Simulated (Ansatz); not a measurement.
# LuSi2Rh2: the cost of one run

Computed with Ansatz 0.2.0 (DFT LDA, scalar-relativistic, plane waves, PAW, unless a step's input says otherwise).

2 further runs of the same task are left out: 2 set aside as unsound or not needed.

### 1 The structure to begin with

The structure is tetragonal, space group I4/mmm (No. 139). Conventional cell: a = 3.952 Å, b = 3.952 Å, c = 9.754 Å, α = 90.00°, β = 90.00°, γ = 90.00°. Lu (site symmetry 4/mmm) has 8 Si at 3.03 Å and 8 Rh at 3.14 Å as nearest neighbours. Around Si (site symmetry 4mm) lie 1 Si at 2.34 Å and 4 Rh at 2.35 Å and 4 Lu at 3.03 Å. Around Rh (site symmetry -4m2) lie 4 Si at 2.35 Å.

Structure file:

```xyz
5
Lattice="-1.9762 1.9762 4.8772 1.9762 -1.9762 4.8772 1.9762 1.9762 -4.8772" Properties=species:S:1:pos:R:3 pbc="T T T"
Lu    0.0000    0.0000    0.0000
Si    0.0000    0.0000    3.7061
Si    0.0000    0.0000    6.0484
Rh    0.0000    1.9762    2.4386
Rh    1.9762    0.0000    2.4386
```

This cell was relaxed beforehand with the same method: volume 15.24 Å³/atom, gap on the mesh none (metal).

### 2 Tight relaxation for the response runs, with the smearing for a metal

Response runs need a geometry at rest under their own mesh and occupations; hence this stricter relaxation.

The input, input.yaml:

```yaml
crystal:
  lattice:
    - [-1.9762200137, 1.9762200137, 4.8772116]
    - [1.9762200137, -1.9762200137, 4.8772116]
    - [1.9762200137, 1.9762200137, -4.8772116]
  atoms:
    - { symbol: Lu, position: [0.0, 0.0, 0.0] }
    - { symbol: Si, position: [0.379935545, 0.379935545, 0.0] }
    - { symbol: Si, position: [0.620064455, 0.620064455, 0.0] }
    - { symbol: Rh, position: [0.75, 0.25, 0.5] }
    - { symbol: Rh, position: [0.25, 0.75, 0.5] }
basis:
  ecutwfc: 420
kpoints:
  mp_grid: { grid: [12, 12, 12] }
hamiltonian:
  xc: lda
scf:
  occupations: { method: fermi_dirac, width: 0.15 }
output:
  forces: true
  stress: true
  eigenvalues: true
  write_density: true
  write_potential: true
  elf: true
  volumetric_format: npy
relax:
  adjacent_minimum: "off"
  f_tol: 0.001
  max_steps: 60
  cell: { stress_tol: 0.01 }
```

Command:

```sh
ansatz run input.yaml --threads 2 --pin off --max-ram 5120MiB --backend cpu --events-out ev --progress --plain --runs-dir out
```

Q: Estimate wall time and peak memory on 2 threads of Intel Xeon at 2.50GHz (Skylake/Cascade Lake), shared host.

About 2.4 min, with a peak of 0.72 GiB.
